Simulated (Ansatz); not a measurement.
**MgCdS2: equation of state with PBE**

Crystal: MgCdS2.

```
Cd S Mg
1.0
     3.80768    0.00000    0.00000
     0.00000    3.80768    0.00000
     0.00000    0.00000    5.38570
Cd S Mg
1 2 1
Direct
  0.00000 0.00000 0.00000
  0.50000 0.50000 0.00000
  0.00000 0.00000 0.50000
  0.50000 0.50000 0.50000
```

The cell comes from a database or a generator and needn't be the stable form of this composition.

| Quantity | Value |
| --- | --- |
| Program | Ansatz 0.2.0 |
| Task | equation of state |
| Functional | PBE |
| Potentials or basis | Ansatz PAW |
| Cutoff | 420 eV |
| Density cutoff | 1680 eV |
| k mesh | 7 × 7 × 5 |
| Occupations | fermi-dirac, width 0.05 eV |
| Spin | no spin polarisation |

- Equilibrium volume: 19.49 Å³/atom
- Bulk modulus at fixed shape and positions: 74 GPa
- Pressure derivative of the bulk modulus: 4.4

Energy against volume, from the lowest point:
| volume (Å³/atom) | energy (meV/atom) |
| --- | --- |
| 18.350 | 17.22 |
| 18.740 | 7.20 |
| 19.131 | 1.61 |
| 19.521 | 0.00 |
| 19.911 | 1.96 |
| 20.302 | 7.11 |
| 20.692 | 15.14 |

All runs of the series together: 12 s on 2 threads of Arm Neoverse V1, with other jobs on the host.

Caveat: the cell was scaled at fixed shape and fractional positions, which overstates the stiffness of a crystal with free parameters, most of all of layers and chains.
